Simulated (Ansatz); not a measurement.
# Si3N4: the cost of one run

Computed with Ansatz 0.2.0 (DFT PBEsol, scalar-relativistic, plane waves, PAW, unless a step's input says otherwise).

1 further run of the same task is left out (set aside as unsound or not needed). Runs told in other sessions of the task aren't counted.

## (1) The system as given

The structure is cubic, space group Fd-3m (No. 227). Conventional cell: a = 7.744 Å, b = 7.744 Å, c = 7.744 Å, α = 90.00°, β = 90.00°, γ = 90.00°. Si (site symmetry -3m) has 6 N at 1.88 Å in its first shell of neighbours. Si (site symmetry -43m) is surrounded by 4 N at 1.78 Å. Around N (site symmetry 3m) lie 4 Si at 1.78 to 1.88 Å.

Coordinates:

```cif
data_structure
_symmetry_space_group_name_H-M 'Fd-3m:1'
_symmetry_Int_Tables_number 227
_cell_length_a 7.7440
_cell_length_b 7.7440
_cell_length_c 7.7440
_cell_angle_alpha 90.000
_cell_angle_beta 90.000
_cell_angle_gamma 90.000
_cell_volume 464.40
loop_
_atom_site_label
_atom_site_type_symbol
_atom_site_symmetry_multiplicity
_atom_site_Wyckoff_symbol
_atom_site_fract_x
_atom_site_fract_y
_atom_site_fract_z
_atom_site_occupancy
Si1 Si 16 d 0.37500 0.87500 0.12500 1
Si2 Si 8 a 0.25000 0.25000 0.25000 1
N1 N 32 e 0.36755 0.86755 0.36755 1
```

It goes back to an entry of the Materials Project.

This cell was relaxed beforehand with the same method: volume 8.29 Å³/atom, gap on the mesh 3.29 eV.

## (2) Electronic structure at the relaxed geometry

input.yaml

```yaml
crystal:
  lattice:
    - [0.0, 3.8719790976, 3.8719790976]
    - [3.8719790976, 0.0, 3.8719790976]
    - [3.8719790976, 3.8719790976, 0.0]
  atoms:
    - { symbol: Si, position: [0.125, 0.125, 0.625] }
    - { symbol: Si, position: [0.125, 0.625, 0.125] }
    - { symbol: Si, position: [0.625, 0.125, 0.125] }
    - { symbol: Si, position: [0.125, 0.125, 0.125] }
    - { symbol: Si, position: [0.75, 0.75, 0.75] }
    - { symbol: Si, position: [0.5, 0.5, 0.5] }
    - { symbol: "N", position: [0.3675496349, 0.3675496349, 0.3675496349] }
    - { symbol: "N", position: [0.3526489046, 0.8824503651, 0.8824503651] }
    - { symbol: "N", position: [0.8824503651, 0.8824503651, 0.3526489046] }
    - { symbol: "N", position: [0.8824503651, 0.3526489046, 0.8824503651] }
    - { symbol: "N", position: [0.3675496349, 0.3675496349, 0.8973510954] }
    - { symbol: "N", position: [0.3675496349, 0.8973510954, 0.3675496349] }
    - { symbol: "N", position: [0.8824503651, 0.8824503651, 0.8824503651] }
    - { symbol: "N", position: [0.8973510954, 0.3675496349, 0.3675496349] }
basis:
  ecutwfc: 420
kpoints:
  mp_grid: { grid: [6, 6, 6] }
  band_path:
    path:
      - [[0.0, 0.0, 0.0], [0.5, 0.0, 0.5], [0.625, 0.25, 0.625]]
      - [[0.375, 0.375, 0.75], [0.0, 0.0, 0.0], [0.5, 0.5, 0.5], [0.5, 0.25, 0.75], [0.5, 0.0, 0.5]]
    npoints: 10
hamiltonian:
  xc: pbesol
scf:
  occupations: { method: gaussian, width: 0.02 }
  n_extra_bands: 35
output:
  forces: true
  stress: true
  eigenvalues: true
  populations: true
  dos: { projected: true, de: 0.02, nscf_kmesh: { grid: [9, 9, 9] } }
  bader: false
  write_density: true
  write_potential: true
  elf: true
  volumetric_format: npy
```

Launch:

```sh
ansatz run input.yaml --threads 4 --pin off --max-ram 10240MiB --backend cpu --events-out ev --progress --plain --runs-dir out
```

Q: Estimate wall time and peak memory on 4 threads of Intel Xeon Platinum 8488C (Sapphire Rapids), shared host.

About 12 s, with a peak of 0.65 GiB.
